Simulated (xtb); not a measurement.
# CH7NSi3 (SMILES N#C[SiH]([SiH3])[SiH3]) at GFN2-xTB (GBSA thf, surface grid vtight)

Aim: a structure relaxation of CH7NSi3. 

Program for the calculation: xtb 6.7.1.

3 further runs of the same task are left out: 3 set aside as unsound or not needed.

**1. The structure to begin with**

The species is CH7NSi3 (12 atoms), meant as a singlet with charge 0. As SMILES, `N#C[SiH]([SiH3])[SiH3]`. The shape was relaxed beforehand at GFN2-xTB. The run starts from this shape.

Bond lengths: N1–C2 1.147 Å, C2–Si3 1.869 Å, Si3–Si4 2.325 Å, Si3–Si5 2.325 Å, Si3–H6 1.478 Å, Si4–H7 1.466 Å, Si4–H8 1.464 Å, Si4–H9 1.463 Å, Si5–H10 1.463 Å, Si5–H11 1.464 Å, Si5–H12 1.466 Å. Some angles: N1–C2–Si3 178.2°, C2–Si3–Si4 105.9°, C2–Si3–Si5 106.0°, Si4–Si3–Si5 119.8°, C2–Si3–H6 100.0°, Si4–Si3–H6 111.4°, Si5–Si3–H6 111.4°, Si3–Si4–H7 109.2°, Si3–Si4–H8 110.9°, Si3–Si4–H9 113.9°.

**2. A structure relaxation at GFN2-xTB (GBSA thf, surface grid vtight)**

Input file xcontrol:

```
$gbsa
   gbsagrid=vtight
$end
```

Input file coord:

```
$coord
      3.837788094719     -3.082861405192      3.512868584851  n
      2.621276901991     -1.595703636895      2.508554738657  c
      0.595093653906      0.745572545210      0.807687842926  si
     -3.556029929537     -0.357895230743      1.728797047853  si
      1.980848718355      0.740111236710     -3.360972398953  si
      1.345862945958      3.087453439675      2.129683547931  h
     -5.271220949292      1.438742984984      0.500588450413  h
     -4.151123583443     -2.873574236890      0.743002517680  h
     -4.146266987303     -0.348559983687      4.429140090898  h
      4.662634650857      1.342537027979     -3.652840598902  h
      1.533701722746     -1.719972026851     -4.545528322914  h
      0.547415863782      2.624130388439     -4.801000397702  h
$end
```

Started as:

```bash
$ xtb coord --gfn 2 --gbsa thf -I xcontrol -o > run.log 2> xtb.err
```

What values should one expect? Wanted: total energy at the end; dipole moment; HOMO energy; LUMO energy; HOMO–LUMO gap; dispersion energy; solvent term in the energy; mean polarisability.

Answer, from the run:

At GFN2-xTB (GBSA thf, surface grid vtight):

| quantity | value |
| --- | --- |
| total energy at the end | -13.75105 Eh |
| dipole moment | 4.21 D |
| HOMO energy | -10.31 eV |
| LUMO energy | -6.88 eV |
| HOMO–LUMO gap | 3.43 eV |
| dispersion energy | -24.29 kJ/mol |
| solvent term in the energy | -26.4 kJ/mol |
| mean polarisability (D4 model) | 101.4 bohr³ |

At the final geometry: Bond lengths: N1–C2 1.148 Å, C2–Si3 1.874 Å, Si3–Si4 2.329 Å, Si3–Si5 2.329 Å, Si3–H6 1.479 Å, Si4–H7 1.468 Å, Si4–H8 1.468 Å, Si4–H9 1.466 Å, Si5–H10 1.466 Å, Si5–H11 1.468 Å, Si5–H12 1.468 Å. Some angles: N1–C2–Si3 178.2°, C2–Si3–Si4 105.9°, C2–Si3–Si5 105.9°, Si4–Si3–Si5 119.8°, C2–Si3–H6 99.3°, Si4–Si3–H6 111.8°, Si5–Si3–H6 111.8°, Si3–Si4–H7 109.7°, Si3–Si4–H8 111.3°, Si3–Si4–H9 114.0°. The optimisation took 4 steps and changed the energy by -0.002 eV. Mulliken charges run from -0.26 on N1 to +0.39 on Si5.
